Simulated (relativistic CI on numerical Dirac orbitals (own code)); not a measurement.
**W¹⁴⁺: how the levels respond to the fine-structure constant and the nuclear radius**

How sensitive are the low transitions of W¹⁴⁺ to a change of α? Wanted is q = dE/dx with x = (α/α0)² − 1, and the field-shift factor by the mean square nuclear radius, for the lowest 30 levels.

Method: Dirac-Coulomb-Breit CI, KLI orbitals optimised for each configuration, derivatives by finite differences. Code: relativistic CI on numerical Dirac orbitals (own code) version 4.

### 1 What is computed

```
ion                 : W¹⁴⁺ (W XV)
nuclear charge      : 74
electrons           : 60
isotope             : A = 184
first configuration : [Kr] 4d10 4f12 5s2
```

Outer shells as boxes (Hund's rule):

[Kr] 4d10 4f12 5s2
```
[Kr] core
4d [↑↓][↑↓][↑↓][↑↓][↑↓]
4f [↑↓][↑↓][↑↓][↑↓][↑↓][↑ ][↑ ]
5s [↑↓]
```

### 2 The run

Settings of the run:

```ini
atom W  Z=74  charge=14  electrons=60
nucleus A=184  rms_radius_fm=5.3658
hamiltonian dirac-coulomb  breit=on  qed=off  c_scale=1
orbitals kli  potential=per-configuration
slater_scale 1
correlation none
mixing on
configurations
  [Kr] 4d10 4f12 5s2
  [Kr] 4d10 4f14
  [Kr] 4d10 4f13 5s
  [Kr] 4d10 4f12 5s 5p
  [Kr] 4d10 4f11 5s2 5p
  [Kr] 4d10 4f13 5p
  [Kr] 4d10 4f13 5d
end
derivatives alpha2 +-0.01 radius +-1%
```

Command:

```
$ python run_levels.py task.json out
```

The settings of every run stand in task.json; they run in order.

Main fields of the result record, rounded:

```text
{
  "status": "converged",
  "levels [i, E_cm, J2, conf, term, w_term]": [
    [0, 0, 12, "4f12 5s2", "3H", 0.9893],
    [1, 9524.7568, 8, "4f12 5s2", "3F", 0.5794],
    [2, 16341.297, 10, "4f12 5s2", "3H", 0.9999],
    [3, 24081.9, 8, "4f12 5s2", "3H", 0.5123],
    [4, 27724.113, 6, "4f12 5s2", "3F", 0.9999],
    [5, 28196.314, 4, "4f12 5s2", "3F", 0.727],
    [6, 39741.968, 8, "4f12 5s2", "1G", 0.495],
    [7, 52123.192, 4, "4f12 5s2", "3P", 0.389],
    [8, 61726.061, 12, "4f12 5s2", "1I", 0.9892],
    [9, 66228.949, 0, "4f12 5s2", "3P", 0.9243],
    [10, 68787.51, 2, "4f12 5s2", "3P", 0.9997],
    [11, 71876.206, 4, "4f12 5s2", "3P", 0.5857],
    [12, 126385.84, 14, "4f11 5s2 5p", "5H", 0.6165],
    [13, 132311.61, 16, "4f11 5s2 5p", "3K", 0.461],
    [14, 135284.69, 0, "4f12 5s2", "1S", 0.9179],
    [15, 139761.64, 8, "4f13 5s", "3F*", 0.9995],
    [16, 144312.7, 6, "4f13 5s", "3F*", 0.7088],
    [17, 144433.82, 12, "4f11 5s2 5p", "5H", 0.4051],
    [18, 146303.39, 14, "4f11 5s2 5p", "5K", 0.4283],
    [19, 150496.93, 10, "4f11 5s2 5p", "3H", 0.2717],
    [20, 151648.36, 8, "4f11 5s2 5p", "3F", 0.2595],
    [21, 152852.43, 12, "4f11 5s2 5p", "5K", 0.3403],
    [22, 154404.7, 10, "4f11 5s2 5p", "3G", 0.2207],
    [23, 157477.45, 4, "4f13 5s", "3F*", 0.9995],
    [24, 161522.79, 10, "4f11 5s2 5p", "5K", 0.3173],
    [25, 162510.86, 8, "4f11 5s2 5p", "3H", 0.2769],
    [26, 163348.34, 2, "4f11 5s2 5p", "5P", 0.4779],
    [27, 163449.1, 6, "4f13 5s", "1F*", 0.709],
    [28, 166005.11, 4, "4f11 5s2 5p", "3P", 0.2568],
    [29, 167579.29, 10, "4f11 5s2 5p", "5F", 0.2102]
  ],
  "sensitivity [i, q_alpha_cm, field_shift_GHz_per_fm2]": [
    [0, 0, 0],
    [1, -1033, 0.1392],
    [2, 1.527e+04, 0.9372],
    [3, 1.696e+04, 1.155],
    [4, 1.525e+04, 1.151],
    [5, 8240, 0.8686],
    [6, 2.955e+04, 1.967],
    [7, 1.247e+04, 1.52],
    [8, 1.244e+04, 1.693],
    [9, 7850, 1.437],
    [10, 1.463e+04, 1.893],
    [11, 2.335e+04, 2.329],
    [12, -2.493e+05, 49.23],
    [13, -2.492e+05, 49.34],
    [14, 2.214e+04, -0.1442],
    [15, 2.77e+05, -394.7],
    [16, 2.792e+05, -395.9],
    [17, -2.337e+05, 50.11],
    [18, -2.346e+05, 50.2],
    [19, -2.401e+05, 50.05],
    [20, -2.505e+05, 49.68],
    [21, -2.363e+05, 49.93],
    [22, -2.468e+05, 49.77],
    [23, 2.931e+05, -393.8],
    [24, -2.334e+05, 50.31],
    [25, -2.322e+05, 50.49],
    [26, -2.465e+05, 49.96],
    [27, 2.937e+05, -396.8],
    [28, -2.48e+05, 49.83],
    [29, -2.328e+05, 50.15]
  ],
  "n_levels_all": 30,
  "configurations [conf, odd, states]": [
    ["4f12 5s2", 0, 91],
    ["4f14", 0, 1],
    ["4f13 5s", 1, 28],
    ["4f12 5s 5p", 1, 1092],
    ["4f11 5s2 5p", 0, 2184],
    ["4f13 5p", 0, 84],
    ["4f13 5d", 1, 140]
  ]
}
```

Run time: 4.1 s. Hardware: 1 thread of Neoverse-N1, shared host.

The relative sensitivity K = 2q/E of the transition from the lowest level:

```csv
level,energy (cm⁻¹),q (cm⁻¹),K,field shift (GHz/fm²)
4f12 5s2 [4f7/2^6] J=4,9524.8,-1033,-0.217,0.139
4f12 5s2 3H5,16341.3,15270,1.869,0.937
4f12 5s2 [4f5/2^5 4f7/2^7] J=4,24082,16960,1.409,1.16
4f12 5s2 3F3,27724,15250,1.100,1.15
4f12 5s2 3F2,28196,8240,0.584,0.869
4f12 5s2 [4f5/2^4 4f7/2^8] J=4,39742,29550,1.487,1.97
4f12 5s2 3P2 + 1D,52123,12470,0.479,1.52
4f12 5s2 1I6,61726,12440,0.403,1.69
4f12 5s2 3P0,66229,7850,0.237,1.44
4f12 5s2 3P1,68788,14630,0.425,1.89
4f12 5s2 3P2 (ii),71876,23350,0.650,2.33
4f11 5s2 5p 5H7,126386,-249300,-3.944,49.2
4f11 5s2 5p [4f7/2^5 5p1/2] J=8,132312,-249200,-3.767,49.3
4f12 5s2 1S0,135285,22140,0.327,-0.144
4f13 5s 3F°4,139762,277000,3.963,-395
4f13 5s [4f7/2^7 5s] J=3°,144313,279200,3.869,-396
4f11 5s2 5p [4f5/2^5 4f7/2^6 5p1/2] J=6,144434,-233700,-3.236,50.1
```

### 3 Results

| quantity | value |
| --- | --- |
| lowest level | 4f12 5s2 3H6 |
| largest q in size, lowest 30 levels | 293700 cm⁻¹ (4f13 5s [4f5/2^5 4f7/2^8 5s] J=3°) |
| largest K in size within the lowest configuration | 1.87 (4f12 5s2 3H5) |
| largest field-shift factor among them | -397 GHz/fm² (4f13 5s [4f5/2^5 4f7/2^8 5s] J=3°) |

Among these levels the largest q belongs to 4f13 5s [4f5/2^5 4f7/2^8 5s] J=3°, a change of configuration. The fine-structure partner 3H5 has K = 1.87, close to the 2 of an interval that scales as α². K = 2q/E, the relative sensitivity of a level, hangs on the computed energy: between configurations that lie close it can be off by a factor of several. Low levels that differ in the count of f electrons can be misplaced by several ten thousand cm⁻¹.
